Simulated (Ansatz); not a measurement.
**C3AlN3O3: small, medium and large basis sets**

One table from this session's results is given with a row withheld; the runs are named, their logs left out.

Program: Ansatz 0.2.0, Gaussian basis. Level of theory: one geometry, several basis sets. These are calculated values, not measurements.

The runs, in order: PBE0-D4/def2-SVP; ωB97M-V/def2-SVP; PBE0-D4/def2-QZVPP; ωB97M-V/def2-QZVPP; the functionals' def2-TZVPP values are taken from earlier runs.

## Structure used throughout

The geometry comes from an earlier relaxation with PBE0-D4 in a triple-zeta def2 set; it is a stationary point, not always the lowest conformer.

SMILES `O=C=[N][Al]([N]=C=O)[N]=C=O`, 10 atoms, charge 0, spin multiplicity 1.

Atoms are counted from 1 here; the program's logs count them from 0.

Bond lengths: O1–C2 1.163 Å, C2–N3 1.196 Å, N3–Al4 1.744 Å, Al4–N5 1.744 Å, Al4–N8 1.744 Å, N5–C6 1.196 Å, C6–O7 1.163 Å, N8–C9 1.196 Å, C9–O10 1.163 Å. Angles: O1–C2–N3 180.0°, C2–N3–Al4 179.7°, N3–Al4–N5 120.0°, N3–Al4–N8 120.0°, N5–Al4–N8 120.0°, Al4–N5–C6 179.7°, N5–C6–O7 180.0°, Al4–N8–C9 179.4°, N8–C9–O10 180.0°.

The first run:

Contents of in.yaml:

```yaml
crystal:
  periodic: [false, false, false]
  atoms:
    - {symbol: O, position_ang: [-0.548443, -1.649439, 3.712606]}
    - {symbol: C, position_ang: [-0.391201, -1.179844, 2.660663]}
    - {symbol: N, position_ang: [-0.229522, -0.696233, 1.578724]}
    - {symbol: Al, position_ang: [0.007921, -0.000755, -0.002631]}
    - {symbol: N, position_ang: [0.078151, 1.731260, -0.191757]}
    - {symbol: C, position_ang: [0.126467, 2.919942, -0.315519]}
    - {symbol: O, position_ang: [0.173437, 4.075379, -0.436287]}
    - {symbol: N, position_ang: [0.175267, -1.037251, -1.394880]}
    - {symbol: C, position_ang: [0.289819, -1.757475, -2.342916]}
    - {symbol: O, position_ang: [0.401203, -2.456883, -3.265005]}
basis:
  gaussian: {orbitals: def2-SVP}
hamiltonian: {xc: pbe0, dispersion: d4}
output: {orbitals: {seedname: orbitals}}
```

Run with:

```
$ ansatz run in.yaml --threads 2 --pin off --events-out ev --progress --plain --max-ram 32768MiB --backend cpu
```

Among the steps run: PBE0-D4 in def2-SVP; ωB97M-V in def2-SVP; PBE0-D4 in def2-QZVPP; ωB97M-V in def2-QZVPP.

One of the session's tables, all rows but one given; the rest of the session is left out.

It belongs to the step «Functionals by basis». 

```
functional       basis  HOMO (eV)  LUMO (eV)
   PBE0-D4    def2-SVP      -8.71      -1.43
   PBE0-D4  def2-TZVPP          ?          ?
   PBE0-D4  def2-QZVPP      -8.88      -1.56
   ωB97M-V    def2-SVP     -10.87       0.39
   ωB97M-V  def2-TZVPP     -11.05       0.22
   ωB97M-V  def2-QZVPP     -11.09       0.08
```

**Question.** Estimate the row for PBE0-D4, def2-TZVPP.

The run gave: HOMO (eV): -8.85; LUMO (eV): -1.53. In the column «HOMO (eV)» it lies between PBE0-D4, def2-QZVPP (-8.88) and PBE0-D4, def2-SVP (-8.71).
